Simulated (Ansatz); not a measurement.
# GeH3F (GeFH3) at 6 levels

Aim: a comparison of 6 runs (HF/def2-SVP, wB97X/6-31G*, B3LYP/6-31G*, B3LYP/def2-SVP, PBE0/def2-SVP, CCSDT(Q)/B/ANO-RCC-MB) of GeH3F (GeFH3). 

The results are computed with Ansatz 0.2.0.

2 further runs of the same task are left out: 2 that didn't finish.

### 1 Starting point

The species is GeH3F (5 atoms), meant as a singlet with charge 0. As SMILES, `[H][Ge]([H])([H])[F]`. Geometry: a GFN2-xTB relaxation, a rough one for these elements and not checked as a minimum.

Bond lengths: Ge1–F2 1.735 Å, Ge1–H3 1.493 Å, Ge1–H4 1.492 Å, Ge1–H5 1.493 Å. Angles: F2–Ge1–H3 103.4°, F2–Ge1–H4 103.3°, F2–Ge1–H5 103.4°, H3–Ge1–H4 114.7°, H3–Ge1–H5 114.9°, H4–Ge1–H5 114.9°.

### 2 Energy and gradient at HF/def2-SVP (run 1)

Contents of molecule.yaml:

```yaml
crystal:
  periodic: [false, false, false]
  atoms:
    - symbol: Ge
      position_ang: [-0.001260, 0.000720, -0.139740]
    - symbol: F
      position_ang: [0.010260, -0.018210, 1.594920]
    - symbol: H
      position_ang: [1.448570, 0.011740, -0.494610]
    - symbol: H
      position_ang: [-0.731820, 1.260740, -0.465520]
    - symbol: H
      position_ang: [-0.725750, -1.254990, -0.495050]
basis:
  gaussian:
    orbitals: def2-SVP
hamiltonian:
  xc: hf
accuracy: high
output: {forces: true, orbitals: {seedname: orbitals}}
```

Run with:

```bash
$ ansatz run molecule.yaml --threads 1 --pin off --max-ram 2610MiB --events-out events.jsonl --progress --plain --runs-dir runs
```

The log of the run:

```text
Warning: RAYON_NUM_THREADS=1 ignored (pool sized by the plan → 1); use --threads N
Functional definition: HF
  name "HF"
  exchange = exact_x
  correlation = 0
1241 factors; integrals over basis functions are off by at most 4.8e-9 eV
mean field evaluation 1: about -59216.5568 eV, gradient 2.7e1 eV
mean field evaluation 2: about -59216.5841 eV, gradient 2.7e1 eV
mean field evaluation 4: about -59218.1230 eV, gradient 1.6e0 eV
mean field evaluation 8: about -59218.1357 eV, gradient 8.1e-2 eV
mean field evaluation 16: about -59218.1357 eV, gradient 6.6e-9 eV
mean field -59218.13574428 eV, -2176.2263491081 hartree, gradient 6.6e-9 eV, S^2 0.000000; 0 other end points of the search recorded, 0 dependent functions left out
the calculation of the forces begins
reference -59218.13574428 eV, -2176.2263491081 hartree; 22, 22 occupied and 39, 39 virtual orbitals, 1241 factors
Total energy: -59218.13574428 eV, -2176.2263491081 hartree
Atom 0 at    -0.001260     0.000720    -0.139740 Å, force     0.013930    -0.003924     1.165882 eV/Å
Atom 1 at     0.010260    -0.018210     1.594920 Å, force     0.000148    -0.005920     0.132939 eV/Å
Atom 2 at     1.448570     0.011740    -0.494610 Å, force     0.599606     0.000068    -0.436378 eV/Å
Atom 3 at    -0.731820     1.260740    -0.465520 Å, force    -0.313015     0.526382    -0.426864 eV/Å
Atom 4 at    -0.725750    -1.254990    -0.495050 Å, force    -0.300669    -0.516606    -0.435579 eV/Å
Dipole moment:    -0.004303     0.005092    -0.575862 e Å
```

Run time: 1.5 s. Hardware: 1 thread of Arm Neoverse V2, shared host; peak memory 0.14 GiB.

### 3 Energy and forces at wB97X/6-31G(d) (spherical functions) (run 2)

Contents of molecule.yaml:

```yaml
crystal:
  periodic: [false, false, false]
  atoms:
    - {symbol: Ge, position_ang: [-0.001260, 0.000720, -0.139740]}
    - {symbol: F, position_ang: [0.010260, -0.018210, 1.594920]}
    - {symbol: H, position_ang: [1.448570, 0.011740, -0.494610]}
    - {symbol: H, position_ang: [-0.731820, 1.260740, -0.465520]}
    - {symbol: H, position_ang: [-0.725750, -1.254990, -0.495050]}
basis:
  gaussian: {orbitals: 6-31Gs-spherical.json}
magnetization: {spin_polarized: false}
hamiltonian: {xc: {name: wB97X}}
accuracy: high
output: {forces: true, orbitals: {seedname: orbitals}}
```

The basis set 6-31G* is read from a file made from the Basis Set Exchange's data (not shown).

Run with:

```bash
$ ansatz run molecule.yaml --threads 1 --pin off --max-ram 2610MiB --events-out events.jsonl --progress --plain --runs-dir runs
```

The log of the run:

```text
Warning: RAYON_NUM_THREADS=1 ignored (pool sized by the plan → 1); use --threads N
Functional definition: wB97X
  name "wB97X"
  parameter omega = 0.3/bohr
  parameter cx = 0.157706
  parameter cx1 = 0.726479
  parameter cx2 = 1.04760
  parameter cx3 = -5.70635
  parameter cx4 = 13.2794
  parameter css1 = -4.33879
  parameter css2 = 18.2308
  parameter css3 = -31.7430
  parameter css4 = 17.2901
  parameter cos1 = 2.37031
  parameter cos2 = -11.3995
  parameter cos3 = 6.58405
  parameter cos4 = -3.78132
  exchange = spin_sum(e_x_unif_sr(omega)*poly(b97_u_x, 1 - cx, cx1, cx2, cx3, cx4)) + cx*exact_x_sr(omega)
      + exact_x_lr(omega)
  correlation = spin_sum(e_c_pw_same_spin*poly(b97_u_same, 1, css1, css2, css3, css4))
      + integral(e_c_pw_opposite_spin*poly(b97_u_opposite, 1, cos1, cos2, cos3, cos4))
1058 factors; integrals over basis functions are off by at most 3.9e-9 eV
239 factors; integrals over basis functions are off by at most 2.1e-9 eV
mean field evaluation 1: about -59275.1408 eV, gradient 3.4e1 eV
mean field evaluation 2: about -59274.6457 eV, gradient 4.2e1 eV
mean field evaluation 4: about -59277.0079 eV, gradient 9.5e-1 eV
mean field evaluation 8: about -59277.0693 eV, gradient 1.8e-2 eV
mean field evaluation 16: about -59277.0693 eV, gradient 1.7e-6 eV
mean field -59277.06933470 eV, -2178.3921186094 hartree, gradient 1.2e-8 eV, S^2 0.000000; 0 other end points of the search recorded, 0 dependent functions left out
the calculation of the forces begins
reference -59277.06933130 eV, -2178.3921184845 hartree; 22, 22 occupied and 30, 30 virtual orbitals, 1058 factors
Total energy: -59277.06933130 eV, -2178.3921184845 hartree
Atom 0 at    -0.001260     0.000720    -0.139740 Å, force     0.011658    -0.003282     0.936354 eV/Å
Atom 1 at     0.010260    -0.018210     1.594920 Å, force     0.003025    -0.010090     0.556190 eV/Å
Atom 2 at     1.448570     0.011740    -0.494610 Å, force     0.798143     0.002705    -0.502258 eV/Å
Atom 3 at    -0.731820     1.260740    -0.465520 Å, force    -0.412437     0.699456    -0.488544 eV/Å
Atom 4 at    -0.725750    -1.254990    -0.495050 Å, force    -0.400390    -0.688789    -0.501742 eV/Å
Dipole moment:    -0.003668     0.004484    -0.494873 e Å
```

It took 14 s on 1 thread of Arm Neoverse V2, shared host; peak memory 0.29 GiB.

Runs 3 to 5 aren't shown in full; the table further down has their settings and results.

### 4 Energy and gradient at CCSDT(Q)/B/ANO-RCC-MB (run 6)

Contents of job.yaml:

```yaml
crystal:
  periodic: [false, false, false]
  atoms:
    - {symbol: Ge, position_ang: [-0.001260, 0.000720, -0.139740]}
    - {symbol: F, position_ang: [0.010260, -0.018210, 1.594920]}
    - {symbol: H, position_ang: [1.448570, 0.011740, -0.494610]}
    - {symbol: H, position_ang: [-0.731820, 1.260740, -0.465520]}
    - {symbol: H, position_ang: [-0.725750, -1.254990, -0.495050]}
basis:
  gaussian:
    orbitals: ANO-RCC-MB.json
hamiltonian:
  pseudopotentials:
    relativity: none
correlation:
  method: ccsdt_q_b
  electrons: all
accuracy: high
output:
  forces: true
```

The basis set ANO-RCC-MB is read from a file made from the Basis Set Exchange's data (not shown).

Run with:

```bash
$ ansatz run job.yaml --threads 1 --pin off --max-ram 2610MiB --events-out events.jsonl --progress --plain --runs-dir runs
```

The log of the run:

```text
Warning: RAYON_NUM_THREADS=1 ignored (pool sized by the plan → 1); use --threads N
Functional definition: HF
  name "HF"
  exchange = exact_x
  correlation = 0
465 factors; integrals over basis functions are off by at most 3.0e-9 eV
mean field evaluation 1: about -58861.5973 eV, gradient 1.4e1 eV
mean field evaluation 2: about -58861.6496 eV, gradient 1.3e1 eV
mean field evaluation 4: about -58862.7391 eV, gradient 9.6e-1 eV
mean field evaluation 8: about -58862.7443 eV, gradient 1.6e-4 eV
mean field evaluation 16: about -58862.6916 eV, gradient 1.0e-1 eV
mean field -58862.74433992 eV, -2163.1659558911 hartree, gradient 1.5e-8 eV, S^2 0.000000; 0 other end points of the search recorded, 0 dependent functions left out
reference -58862.74433992 eV, -2163.1659558911 hartree; 22, 22 occupied and 4, 4 virtual orbitals, 465 factors
second order -1.35815492 eV of doubles, -0.00000000 eV of singles
cycle   1  -1.66737169 eV  change   -3.1e-1 eV  update   6.4e-2
cycle   2  -1.86633234 eV  change   -2.0e-1 eV  update   2.7e-2
cycle   3  -1.92336970 eV  change   -5.7e-2 eV  update   1.6e-2
cycle   4  -1.92711054 eV  change   -3.7e-3 eV  update   2.6e-3
cycle   5  -1.92783632 eV  change   -7.3e-4 eV  update   1.3e-3
cycle   6  -1.92786305 eV  change   -2.7e-5 eV  update   3.4e-4
cycle   7  -1.92781256 eV  change    5.0e-5 eV  update   1.3e-4
cycle   8  -1.92776288 eV  change    5.0e-5 eV  update   4.5e-5
cycle   9  -1.92778099 eV  change   -1.8e-5 eV  update   1.9e-5
cycle  10  -1.92778918 eV  change   -8.2e-6 eV  update   4.8e-6
cycle  11  -1.92778925 eV  change   -7.5e-8 eV  update   1.5e-6
cycle  12  -1.92778901 eV  change    2.4e-7 eV  update   5.7e-7
cycle  13  -1.92778857 eV  change    4.4e-7 eV  update   1.8e-7
cycle  14  -1.92778838 eV  change    2.0e-7 eV  update   7.0e-8
cycle  15  -1.92778836 eV  change    1.8e-8 eV  update   2.2e-8
cycle  16  -1.92778813 eV  change    2.3e-7 eV  update   4.6e-8
cycle  17  -1.92778804 eV  change    8.6e-8 eV  update   1.5e-8
cycle  18  -1.92778804 eV  change    5.4e-9 eV  update   7.1e-9
cycle  19  -1.92778804 eV  change  -6.9e-10 eV  update   3.1e-9
perturbative correction -0.00100852 eV, -0.0000370624 hartree
the calculation of the forces begins
WARN: the results are in doubt because the basis set is contracted for relativity, which is off
Total energy: -58864.67313648 eV, -2163.2368378573 hartree
Atom 0 at    -0.001260     0.000720    -0.139740 Å, force    -0.002208     0.012583    -0.981269 eV/Å
Atom 1 at     0.010260    -0.018210     1.594920 Å, force     0.025615    -0.047103     3.945773 eV/Å
Atom 2 at     1.448570     0.011740    -0.494610 Å, force     2.345677     0.016246    -1.002839 eV/Å
Atom 3 at    -0.731820     1.260740    -0.465520 Å, force    -1.193651     2.047400    -0.958387 eV/Å
Atom 4 at    -0.725750    -1.254990    -0.495050 Å, force    -1.175433    -2.029126    -1.003278 eV/Å
Dipole moment:    -0.003284     0.003959    -0.446402 e Å
In doubt: the basis set is contracted for relativity, which is off
```

Wall time 85 s (1 thread of Arm Neoverse V2, shared host); peak memory 0.42 GiB.

### 5 The series

```
run                               level  Cartesian functions  frozen core orbitals   energy (Eh)  dipole moment (D)  HOMO energy (eV)  LUMO energy (eV)  wall time
  1                         HF/def2-SVP                   no                     –  -2176.226349               2.77            -13.39              3.20      1.5 s
  2  wB97X/6-31G* (spherical functions)                   no                     –  -2178.392118               2.38            -11.84              2.14       14 s
  3  B3LYP/6-31G* (Cartesian functions)                  yes                     –  -2178.421362               2.29             -9.12             -0.29      3.9 s
  4                      B3LYP/def2-SVP                   no                     –  -2178.368914               2.30             -9.27             -0.23      4.2 s
  5                       PBE0/def2-SVP                   no                     –  -2177.959589               2.35             -9.55              0.02      4.2 s
  6               CCSDT(Q)/B/ANO-RCC-MB                   no                     0  -2163.236838               2.14                 –                 –       85 s
```

### 6 Outcome

| quantity | value |
| --- | --- |
| run 6: total energy | -2163.23684 Eh |
| run 6: dipole moment (correlated density) | 2.14 D |
| run 6: correlation energy | -70.9 mEh |
| run 6: T1 diagnostic | 0.005 |
| run 6: largest force on an atom | 3.946 eV/Å |

In words: The dipole moment (its size) runs from 2.14 D (CCSDT(Q)/B/ANO-RCC-MB) to 2.77 D (HF/def2-SVP). The two ends differ in method and basis. Over runs 1, 2, 3, 4, 5 the HOMO–LUMO gap runs from 8.83 eV (B3LYP/6-31G*) to 16.59 eV (HF/def2-SVP). Totals of different functionals can't be ranked against each other. In run 6 the basis is minimal, so the values are rough. In run 6 relativity is left out where basis or elements ask for it. All runs together took 1.9 min, the longest 85 s.
